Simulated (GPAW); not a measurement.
Crystal: HfB.

```
Hf B
1.0
     0.00000    2.31000    2.31000
     2.31000    0.00000    2.31000
     2.31000    2.31000    0.00000
Hf B
1 1
Direct
  0.50000 0.50000 0.50000
  0.00000 0.00000 0.00000
```

Base run:

| Item | Value |
| --- | --- |
| Program | GPAW 26.7.0 |
| Functional | r2SCAN |
| Potentials or basis | GPAW PAW data sets (gpaw-data 1.2.1) |
| Cutoff | 800 eV |
| Basis | pw |
| k mesh | 10 × 10 × 10 |
| Occupations | fermi-dirac, width 0.05 eV |
| Spin | no spin polarisation |
| Hubbard terms | Hf d U = 1 eV |

Its results: band gap on the k mesh none (metal or under the smearing width); pressure 35.2 GPa.

Task: After a change of settings the same cell gave: band gap on the k mesh none (metal or under the smearing width); pressure 39.1 GPa. Which change was it?
A. hubbard terms from Hf d U = 1 eV to none
B. hubbard terms from Hf d U = 1 eV to Hf d U = 8 eV
C. hubbard terms from Hf d U = 1 eV to Hf d U = 2 eV

Result: C.

Caveats: a pressure of tens of GPa on the cell as given is suspect, and the run, the potentials or the cell itself is likely at fault; the PAW data sets were made with another functional, which shifts forces and pressure a little; U without spin polarisation on a metal has little footing; the U is typed as a test and isn't derived for this compound.

Runs at the PBE level aren't shown here.
